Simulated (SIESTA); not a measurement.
# GaGe under changes of volume

One of the cells (24.335 Å³/atom); the others are scaled copies at fixed shape and fractional positions:

```
CELL_PARAMETERS angstrom
0.00000 2.89784 2.89784
2.89784 0.00000 2.89784
2.89784 2.89784 0.00000
ATOMIC_POSITIONS crystal
Ge 0.00000 0.00000 0.00000
Ga 0.25000 0.25000 0.25000
```

The cell comes from a database or a generator and needn't be the stable form of this composition.

| Item | Value |
| --- | --- |
| Program | SIESTA 5.4.2 |
| Functional | LDA |
| Potentials or basis | PseudoDojo 0.4 standard (LDA files) |
| Basis | DZP (energy shift 0.003 Ry; two zetas on semicore shells) |
| Grid cutoff | 800 Ry |
| Energy shift | 0.003 Ry |
| k mesh | 8 × 8 × 8 |
| Occupations | fermi-dirac, width 0.05 eV |
| Spin | no spin polarisation |

```csv
volume (Å³/atom),energy over the lowest point (meV/atom),pressure (GPa)
22.875,0.00,-0.3
23.361,2.84,-1.5
23.848,?,?
24.335,18.58,-3.6
24.821,30.85,-4.5
25.308,45.67,-5.3
25.795,62.72,-5.9
```

Q: What does the run at 23.848 Å³/atom give?

A: Energy over the lowest point 9.16 meV/atom; pressure -2.6 GPa.

Worked out: A Birch-Murnaghan fit of order 3 (a polynomial in V^(-2/3)) to the other rows has its minimum at 22.76 Å³/atom, just outside them, with B0 = V·E''(V) = 61 GPa and B' = 4.1. It gives 9.14 meV/atom at 23.848 Å³/atom, against the run's 9.16, and -dE/dV = -2.6 GPa, against -2.6.

Energies are extrapolated to zero smearing.

Caveats: the basis of atomic orbitals isn't converged, which shifts pressures, moduli and gaps.
